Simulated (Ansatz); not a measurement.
**Ge4P: one candidate of a structure search**

Program: Ansatz 0.2.0. Level of theory: DFT PBE, scalar-relativistic, plane waves, PAW. These are calculated values, not measurements.

### Step 1. The starting structure

It takes space group Im-3m (No. 229, cubic). Conventional cell: a = 5.712 Å, b = 5.712 Å, c = 5.712 Å, α = 90.00°, β = 90.00°, γ = 90.00°. Ge (site symmetry -3m) is surrounded by 2 P at 2.47 Å. P (site symmetry m-3m) is surrounded by 8 Ge at 2.47 Å.

As a file:

```
Ge P
1.0
    -2.85618    2.85618    2.85618
     2.85618   -2.85618    2.85618
     2.85618    2.85618   -2.85618
Ge P
4 1
Cartesian
  1.4281 1.4281 1.4281
  -1.4281 1.4281 1.4281
  1.4281 1.4281 -1.4281
  1.4281 -1.4281 1.4281
  0.0000 0.0000 0.0000
```

A structure generator made this guess: species swapped into a database cell of Hg4Pt (Im-3m, No. 229), with Ge on the Hg sites and P on the Pt sites. Its size is a rough estimate.

### Step 2. The guess as it stands, on a coarse mesh

Contents of input.yaml:

```yaml
crystal:
  lattice:
    - [-2.85618024, 2.85618024, 2.85618024]
    - [2.85618024, -2.85618024, 2.85618024]
    - [2.85618024, 2.85618024, -2.85618024]
  atoms:
    - { symbol: Ge, position: [0.5, 0.5, 0.5] }
    - { symbol: Ge, position: [0.5, 0.0, 0.0] }
    - { symbol: Ge, position: [0.0, 0.0, 0.5] }
    - { symbol: Ge, position: [0.0, 0.5, 0.0] }
    - { symbol: P, position: [0.0, 0.0, 0.0] }
basis:
  ecutwfc: 420
kpoints:
  mp_grid: { grid: [4, 4, 4] }
hamiltonian:
  xc: pbe
scf:
  occupations: { method: gaussian, width: 0.1 }
  lower_state_search: "off"
output:
  forces: true
  stress: true
  eigenvalues: true
```

Run with:

```sh
$ ansatz run input.yaml --threads 1 --pin off --max-ram 2048MiB --backend cpu --events-out ev --progress --plain --runs-dir out
```

Q: Estimate wall time and peak memory on 1 thread of Arm Neoverse V1, shared host.

About 1.9 s, with a peak of 0.33 GiB.
